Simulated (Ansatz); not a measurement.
# FH5N2OZr: the cost of one run

All numbers below are computed with Ansatz 0.2.0 (RKS B3LYP/def2-SVP).

## (1) The starting structure

Bond lengths: Zr1–F2 1.980 Å, Zr1–N3 2.210 Å, N3–H4 1.060 Å, N3–H5 1.060 Å, Zr1–N6 2.208 Å, N6–H7 1.060 Å, N6–H8 1.060 Å, Zr1–O9 2.069 Å, O9–H10 1.010 Å. Angles: F2–Zr1–N3 109.4°, F2–Zr1–N6 109.5°, F2–Zr1–O9 109.5°, N3–Zr1–N6 109.5°, N3–Zr1–O9 109.5°, N6–Zr1–O9 109.5°, Zr1–N3–H4 120.0°, Zr1–N3–H5 120.0°, H4–N3–H5 120.0°, Zr1–N6–H7 120.0°, Zr1–N6–H8 120.0°, H7–N6–H8 120.0°, Zr1–O9–H10 109.5°.

Structure file:

```xyz
10

Zr    0.0000    0.0000    0.0000
F     0.0000    0.0000    1.9800
N     2.0840    0.0000   -0.7359
H     2.5823   -0.9180   -0.9166
H     2.5853    0.9180   -0.9082
N    -1.0409    1.8034   -0.7359
H    -2.0610    1.7482   -1.0186
H    -0.5204    2.7241   -0.8065
O    -0.9750   -1.6891   -0.6893
H    -1.4296   -2.1548    0.0831
```

## (2) Preparing the start

Contents of input.yaml:

```yaml
crystal:
  periodic: [false, false, false]
  atoms:
    - { symbol: Zr, position_ang: [0.0, 0.0, 0.0] }
    - { symbol: F, position_ang: [0.0, 0.0, 1.98] }
    - { symbol: "N", position_ang: [2.084, 0.0, -0.7359] }
    - { symbol: H, position_ang: [2.5823, -0.918, -0.9166] }
    - { symbol: H, position_ang: [2.5853, 0.918, -0.9082] }
    - { symbol: "N", position_ang: [-1.0409, 1.8034, -0.7359] }
    - { symbol: H, position_ang: [-2.061, 1.7482, -1.0186] }
    - { symbol: H, position_ang: [-0.5204, 2.7241, -0.8065] }
    - { symbol: O, position_ang: [-0.975, -1.6891, -0.6893] }
    - { symbol: H, position_ang: [-1.4296, -2.1548, 0.0831] }
basis:
  gaussian: { orbitals: def2-SVP }
hamiltonian:
  xc: b3lyp
relax:
  f_tol: 0.02
  max_steps: 40
```

Run with:

```
ansatz run input.yaml --threads 2 --pin off --max-ram 3072MiB --backend cpu --events-out ev --progress --plain --runs-dir out
```

What time and memory should one allow on 2 threads of Intel Xeon 6975P-C (Granite Rapids), shared host?

About 44 s, with a peak of 0.27 GiB.
